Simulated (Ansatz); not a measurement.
# H₇O₃ScSi₂: how energies converge with the basis set

Aim: see how fast density functionals converge with the basis set for H₇O₃ScSi₂.

Program: Ansatz 0.2.0, Gaussian basis. Level of theory: one geometry, several basis sets. These are calculated values, not measurements.

Levels to be run: PBE0-D4/def2-SVP; ωB97M-V/def2-SVP; PBE0-D4/def2-QZVPP; ωB97M-V/def2-QZVPP; the functionals' def2-TZVPP values are taken from earlier runs.

## 1. The geometry

All runs share one geometry, relaxed beforehand with PBE0-D4 in a triple-zeta def2 set.

SMILES `[OH][Sc]([O][SiH3])[O][SiH3]`, 13 atoms, charge 0, spin multiplicity 1.

Atoms are counted from 1 here; the program's logs count them from 0.

Bond lengths: O1–Sc2 1.858 Å, O1–H7 0.952 Å, Sc2–O3 1.895 Å, Sc2–O5 1.895 Å, O3–Si4 1.627 Å, Si4–H8 1.489 Å, Si4–H9 1.490 Å, Si4–H10 1.490 Å, O5–Si6 1.627 Å, Si6–H11 1.490 Å, Si6–H12 1.489 Å, Si6–H13 1.490 Å. Angles: Sc2–O1–H7 179.0°, O1–Sc2–O3 120.8°, O1–Sc2–O5 120.7°, O3–Sc2–O5 118.5°, Sc2–O3–Si4 179.6°, O3–Si4–H8 110.6°, O3–Si4–H9 110.8°, O3–Si4–H10 110.4°, H8–Si4–H9 108.3°, H8–Si4–H10 108.3°, H9–Si4–H10 108.3°, Sc2–O5–Si6 179.3°, O5–Si6–H11 110.5°, O5–Si6–H12 110.8°, O5–Si6–H13 110.6°, H11–Si6–H12 108.3°, H11–Si6–H13 108.4°, H12–Si6–H13 108.2°.

Coordinates:

| atom | x (Å) | y (Å) | z (Å) |
| --- | --- | --- | --- |
| O1 | -0.2391 | 2.5809 | -1.2340 |
| Sc2 | -0.0882 | 0.9120 | -0.4306 |
| O3 | -1.5056 | -0.3418 | -0.5264 |
| Si4 | -2.7230 | -1.4174 | -0.6199 |
| O5 | 1.4897 | 0.4251 | 0.4988 |
| Si6 | 2.8543 | 0.0231 | 1.2887 |
| H7 | -0.3308 | 3.4316 | -1.6520 |
| H8 | -2.9397 | -2.0802 | 0.6962 |
| H9 | -3.9917 | -0.7473 | -1.0201 |
| H10 | -2.4107 | -2.4683 | -1.6283 |
| H11 | 3.9899 | -0.1071 | 0.3335 |
| H12 | 2.6914 | -1.2754 | 1.9996 |
| H13 | 3.2035 | 1.0650 | 2.2945 |

## 2. PBE0-D4 in def2-SVP

Contents of in.yaml:

```yaml
crystal:
  periodic: [false, false, false]
  atoms:
    - {symbol: O, position_ang: [-0.239131, 2.580864, -1.233992]}
    - {symbol: Sc, position_ang: [-0.088238, 0.911954, -0.430611]}
    - {symbol: O, position_ang: [-1.505568, -0.341829, -0.526361]}
    - {symbol: Si, position_ang: [-2.723005, -1.417433, -0.619890]}
    - {symbol: O, position_ang: [1.489687, 0.425092, 0.498799]}
    - {symbol: Si, position_ang: [2.854304, 0.023132, 1.288706]}
    - {symbol: H, position_ang: [-0.330786, 3.431564, -1.651963]}
    - {symbol: H, position_ang: [-2.939664, -2.080157, 0.696156]}
    - {symbol: H, position_ang: [-3.991700, -0.747334, -1.020071]}
    - {symbol: H, position_ang: [-2.410691, -2.468269, -1.628319]}
    - {symbol: H, position_ang: [3.989883, -0.107146, 0.333486]}
    - {symbol: H, position_ang: [2.691426, -1.275403, 1.999564]}
    - {symbol: H, position_ang: [3.203462, 1.064964, 2.294497]}
basis:
  gaussian: {orbitals: def2-SVP}
hamiltonian: {xc: pbe0, dispersion: d4}
output: {orbitals: {seedname: orbitals}}
```

Launch:

```sh
> ansatz run in.yaml --threads 4 --pin off --events-out ev --progress --plain --max-ram 11315MiB
```

After this run come: ωB97M-V in def2-SVP; PBE0-D4 in def2-QZVPP; ωB97M-V in def2-QZVPP.

**Question.** What will the summary of the whole plan be? Wanted: PBE0-D4: double and triple zeta above quadruple; ωB97M-V: double and triple zeta above quadruple.

The runs gave:

```
                                       quantity           value
PBE0-D4: double and triple zeta above quadruple  17.44, 1.32 eV
ωB97M-V: double and triple zeta above quadruple  17.53, 1.22 eV
```

For PBE0-D4 the step from double to triple zeta gains 16.11 eV and the next only 1.32 eV. Total energies overstate the basis error of differences, where much of it tends to cancel.
